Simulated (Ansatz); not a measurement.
**CH₄OSSi: small, medium and large basis sets**

How large a basis does CH₄OSSi need? Two functionals are run in growing sets.

Method: one geometry, several basis sets; program: Ansatz 0.2.0, Gaussian basis.

Levels to be run: PBE0-D4/def2-SVP; ωB97M-V/def2-SVP; PBE0-D4/def2-QZVPP; ωB97M-V/def2-QZVPP; the functionals' def2-TZVPP values are taken from earlier runs.

## Step 1: Structure used throughout

An earlier PBE0-D4 in a triple-zeta def2 set relaxation fixed the geometry.

SMILES `O=CS[SiH3]`, 8 atoms, charge 0, spin multiplicity 1.

Atoms are counted from 1 here; the program's logs count them from 0.

Bond lengths: O1–C2 1.199 Å, C2–S3 1.765 Å, C2–H5 1.104 Å, S3–Si4 2.163 Å, Si4–H6 1.479 Å, Si4–H7 1.479 Å, Si4–H8 1.484 Å. Angles: O1–C2–S3 124.8°, O1–C2–H5 123.0°, S3–C2–H5 112.1°, C2–S3–Si4 95.3°, S3–Si4–H6 110.3°, S3–Si4–H7 110.3°, S3–Si4–H8 103.0°, H6–Si4–H7 112.0°, H6–Si4–H8 110.4°, H7–Si4–H8 110.4°.

Geometry (Å):

```xyz
8
charge 0, multiplicity 1
O     1.3657   -0.8487    0.8344
C     1.6401    0.1616    0.2499
S     0.4860    1.1548   -0.6434
Si   -1.2246   -0.1007   -0.2239
H     2.6622    0.5766    0.2132
H    -1.4804   -0.1514    1.2320
H    -1.0254   -1.4493   -0.7977
H    -2.3315    0.6000   -0.9201
```

## Step 2: PBE0-D4 in def2-SVP

in.yaml

```yaml
crystal:
  periodic: [false, false, false]
  atoms:
    - {symbol: O, position_ang: [1.365728, -0.848699, 0.834367]}
    - {symbol: C, position_ang: [1.640106, 0.161552, 0.249866]}
    - {symbol: S, position_ang: [0.485972, 1.154759, -0.643376]}
    - {symbol: Si, position_ang: [-1.224624, -0.100716, -0.223937]}
    - {symbol: H, position_ang: [2.662162, 0.576637, 0.213157]}
    - {symbol: H, position_ang: [-1.480356, -0.151442, 1.231950]}
    - {symbol: H, position_ang: [-1.025363, -1.449276, -0.797736]}
    - {symbol: H, position_ang: [-2.331524, 0.599986, -0.920091]}
basis:
  gaussian: {orbitals: def2-SVP}
hamiltonian: {xc: pbe0, dispersion: d4}
output: {orbitals: {seedname: orbitals}}
```

The run is started by

```
$ ansatz run in.yaml --threads 2 --pin off --events-out ev --progress --plain --max-ram 4352MiB
```

After this run come: ωB97M-V in def2-SVP; PBE0-D4 in def2-QZVPP; ωB97M-V in def2-QZVPP.

Before running them: what should the planned runs give, taken together? Wanted: PBE0-D4: double and triple zeta above quadruple; ωB97M-V: double and triple zeta above quadruple.

The runs gave:

```
                                       quantity           value
PBE0-D4: double and triple zeta above quadruple  10.95, 0.76 eV
ωB97M-V: double and triple zeta above quadruple  11.02, 0.72 eV
```

For PBE0-D4 the step from double to triple zeta gains 10.19 eV and the next only 0.76 eV. These are total energies; as a rule much of such shifts cancels in differences, which this series doesn't test.
